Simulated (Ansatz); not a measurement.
Consider a test of scalar relativity of HZn (Ansatz 0.2.0 through its Python package).

`x2c_hzn.py`
```python
import ansatz as az
import numpy as np

GEOMETRY = """
Zn    0.75200   -0.29630    0.37090
H    -0.72250    0.23610   -0.36680
"""


def main() -> None:
    mol = az.Crystal.molecule()
    for line in GEOMETRY.strip().splitlines():
        symbol, *xyz = line.split()
        mol = mol.atom(symbol, [float(v) for v in xyz])

    model = mol.calculation().functional("hf").spin("collinear", total=1).forces()
    sets = {"none": "cc-pVTZ", "scalar": "cc-pVTZ-DK"}
    found = {kind: model.basis(gaussian=basis).pseudopotentials(relativity=kind).run().report for kind, basis in sets.items()}
    for kind, each in found.items():
        dipole = 4.803205 * np.linalg.norm(each["charge_distribution"]["dipole_moment_e_ang"])
        print(f"{kind:7s} E = {each['free_energy_ev']:.4f} eV  dipole {dipole:.3f} D  largest force component {np.abs(each['forces_ev_ang']).max():.4f} eV/A")
    print(f"relativity lowers the total energy by {found['none']['free_energy_ev'] - found['scalar']['free_energy_ev']:.3f} eV")


if __name__ == "__main__":
    main()
```

What does scalar relativity change in the total energy and in the dipole?

The total moves by -447.0 eV, nearly all in the cores, and the dipole from 1.08 to 1.04 D.

What the script printed:

```console
$ python x2c_hzn.py
none    E = -48392.0946 eV  dipole 1.083 D  largest force component 0.6780 eV/A
scalar  E = -48839.0627 eV  dipole 1.042 D  largest force component 0.7307 eV/A
relativity lowers the total energy by 446.968 eV
```

Notes:
- Total energies depend on the basis set; only differences at equal settings carry meaning.
- The geometry is a force-field or estimated start, not a minimum of this method. The basis set changes with the Hamiltonian (a set recontracted for scalar relativity), and most of the change in the total lies in the cores.
- The species is open-shell (spin multiplicity 2).
- Hardware and time: 6.2 s on 1 thread of Arm Neoverse V1, on a shared host, peak memory 0.18 GiB.
